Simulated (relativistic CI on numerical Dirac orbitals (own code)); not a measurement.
# Ru V (Ru⁴⁺): levels and lines

The task is the spectrum of Ru⁴⁺: levels, purity of their labels, lifetimes and lines; further runs change one setting each.

Program: relativistic CI on numerical Dirac orbitals (own code) version 4. Level of theory: Dirac-Coulomb-Breit CI, KLI orbitals optimised for each configuration, model QED (radiative potential, 1s self-energy scaled to tabulated hydrogen-like ionisation energies), valence Slater integrals scaled by 0.85, P86 correlation energy added to each configuration. These are calculated values, not measurements, unless marked.

**1. The atom as given**

```
ion                       : Ru⁴⁺ (Ru V)
nuclear charge            : 44
electrons                 : 40
isotope                   : A = 102
first configuration typed : [Kr] 4d4
```

Outer shells as boxes (Hund's rule):

first configuration typed
```
[Kr] core
4d [↑ ][↑ ][↑ ][↑ ][  ]
```

**2. The main run**

Settings of the run:

```ini
atom Ru  Z=44  charge=4  electrons=40
nucleus A=102  rms_radius_fm=4.4809
hamiltonian dirac-coulomb  breit=on  qed=on  c_scale=1
orbitals kli  potential=per-configuration
slater_scale 0.85
correlation p86
mixing on
configurations
  [Kr] 4d4
  [Kr] 4d3 5s
  [Kr] 4d3 4f
  [Kr] 4d3 5p
  [Ar] 3d10 4s2 4p5 4d5
  [Kr] 4d3 5d
  [Kr] 4d3 6s
  [Kr] 4d3 6p
  [Kr] 4d2 5s 5p
  [Kr] 4d3 6d
  [Kr] 4d3 5f
  [Kr] 4d3 7s
  [Kr] 4d3 5g
  [Kr] 4d3 7p
  [Kr] 4d3 7d
  [Ar] 3d10 4s 4p6 4d5
  [Ar] 3d10 4s2 4p5 4d4 4f
  [Kr] 4d2 4f 5s
  [Kr] 4d2 5p 5d
  [Ar] 3d10 4s2 4p5 4d4 5s
  [Kr] 4d2 5s2
  [Kr] 4d 4f 5s2
  [Kr] 4d 5s2 5p
  [Kr] 4d 5s2 5d
  [Kr] 4d 5s2 6s
  [Kr] 4d2 4f2
  [Kr] 4d 4f2 5s
  [Kr] 4d 4f3
  [Kr] 4d 4f2 5p
  [Kr] 4d 4f2 5d
  [Kr] 4d 4f2 6s
  [Kr] 4d2 5p2
  [Kr] 4d 5s 5p2
  [Kr] 4d 4f 5p2
  [Kr] 4d 5p3
  [Kr] 4d 5p2 5d
  [Kr] 4d 5p2 6s
  [Kr] 4d2 5s 5d
  [Kr] 4d 4f 5s 5d
  [Kr] 4d 5s 5p 5d
  [Kr] 4d 5s 5d2
  [Kr] 4d 5s 5d 6s
end
```

Started as:

```
> python run_levels.py task.json out
```

The settings of every run stand in task.json; they run in order.

**3. No correlation estimate**

Settings: those of step 2 with these lines changed.

```diff
@@ -5,3 +5,3 @@
 slater_scale 0.85
-correlation p86
+correlation none
 mixing on
```

**4. Slater integrals scaled by 0.75**

Settings: those of step 3 with these lines changed.

```diff
@@ -4,4 +4,4 @@
 orbitals kli  potential=per-configuration
-slater_scale 0.85
-correlation none
+slater_scale 0.75
+correlation p86
 mixing on
```

**5. Without the Breit term**

Settings: those of step 4 with these lines changed.

```diff
@@ -2,5 +2,5 @@
 nucleus A=102  rms_radius_fm=4.4809
-hamiltonian dirac-coulomb  breit=on  qed=on  c_scale=1
+hamiltonian dirac-coulomb  breit=off  qed=on  c_scale=1
 orbitals kli  potential=per-configuration
-slater_scale 0.75
+slater_scale 0.85
 correlation p86
```

**6. Without configuration mixing**

Settings: those of step 5 with these lines changed.

```diff
@@ -2,3 +2,3 @@
 nucleus A=102  rms_radius_fm=4.4809
-hamiltonian dirac-coulomb  breit=off  qed=on  c_scale=1
+hamiltonian dirac-coulomb  breit=on  qed=on  c_scale=1
 orbitals kli  potential=per-configuration
@@ -6,3 +6,3 @@
 correlation p86
-mixing on
+mixing off
 configurations
```

(Steps that only read results are left out.)

What does the calculation give? Wanted: lowest level; first excitation; lowest level of the other parity; fastest E1 line; ionisation energy.

The runs gave:

| run | time | mean size of shift, levels followed (cm⁻¹) | lowest level | ionisation energy (eV) |
| --- | --- | --- | --- | --- |
| main run | 8.8 s | 0 | 4d4 5D0 | 60.450 |
| no correlation estimate | 8.8 s | 3.6 | 4d4 5D0 | 59.100 |
| Slater integrals scaled by 0.75 | 8.8 s | 1347 | 4d4 5D0 | 60.337 |
| without the Breit term | 7.2 s | 109 | 4d4 5D0 | 60.439 |
| without configuration mixing | 8.3 s | 138 | 4d4 5D0 | - |

The tabulated theoretical ionisation energy (NIST) is 59 eV.

| quantity | value |
| --- | --- |
| lowest level | 4d4 5D0 |
| first excitation | 4d4 5D1, 475.6 cm⁻¹ |
| lowest level of the other parity | 4d3 5p 5G°2, 185315 cm⁻¹ |
| levels in the model | 9535 |
| fastest E1 line (by rate) to the lowest level among the lowest 400 of 9535 levels | 33.29 nm, from 4d3 4f 5F°1 |
| ionisation energy | 60.450 eV |
| ionisation energy, tabulated theoretical (NIST) | 59 eV |

What this shows: The lowest level is 4d4 5D0, 96 % pure in LS and 59 % in jj coupling; over the low levels the means are 86 and 55 %, so LS coupling describes them better. The ionisation energy agrees with the tabulated theoretical value within its uncertainty of 1.9 eV. The largest mover is «Slater integrals scaled by 0.75» (1347 cm⁻¹ on average). Lifetimes count radiative decay inside the model alone.
